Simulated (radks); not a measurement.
# Te³⁺ in [Kr] 4d10 5s2 6s1: an all-electron calculation

An exercise on one series of results from a longer session: the logs are not shown, and one member is left open.

Method: scalar-relativistic Kohn-Sham, r2SCAN, spin-unpolarised, spherical densities, finite nucleus. Code: radks (a radial shooting solver on a logarithmic mesh, Libxc functionals) version 1.

## The system

| Item | Value |
| --- | --- |
| element | tellurium (Z = 52) |
| charge | +3 |
| electrons | 49 |
| configuration | [Kr] 4d10 5s2 6s1 |
| nuclear rms radius | 4.7423 fm |

Outer shells as boxes (Hund's rule):

Te³⁺
```
[Kr] core
4d [↑↓][↑↓][↑↓][↑↓][↑↓]
5s [↑↓]
6s [↑ ]
```

Set-up of the first run:

Input:

```text
Z 52
configuration [Kr] 4d10 5s2 6s1 5p0 5d0 7s0
relativity scalar-relativistic
functional r2scan,r2scan
spin unpolarised
nucleus finite rms 4.7423 fm
c 137.035999084
```

On the command line:

```bash
$ python run_ks.py task.json out
```

All runs below come from this command, one after another.

Among the steps run: Self-consistent calculation.

One of the session's tables, all rows but one given; the rest of the session is left out.

It belongs to the step «Orbitals and density». From the orbitals of this run (lengths in bohr):

```
level      <r>  outermost maximum (interpolated)  90 % within  nodes
   1s  0.02782                            0.0179       0.0500      0
   2s   0.1198                             0.101        0.185      1
   2p   0.1048                            0.0812        0.171      0
   3s   0.3214                             0.292        0.472      2
   3p   0.3197                             0.286        0.480      1
   3d   0.2967                             0.238        0.466      0
   4s   0.7656                             0.702         1.10      3
   4p   0.8208                             0.738         1.20      2
   4d   0.9606                             0.809         1.47      1
   5s    1.884                              1.71         2.70      4
   5p    2.187                              1.94         3.17      3
   5d        ?                                 ?            ?      ?
   6s    4.029                              3.88         5.59      5
```

Estimate the missing values for 5d.

**Answer.** <r>: 3.098; outermost maximum (interpolated): 2.72; 90 % within: 4.55; nodes: 2. In the column «<r>» it lies between 5p (2.187) and 6s (4.029).
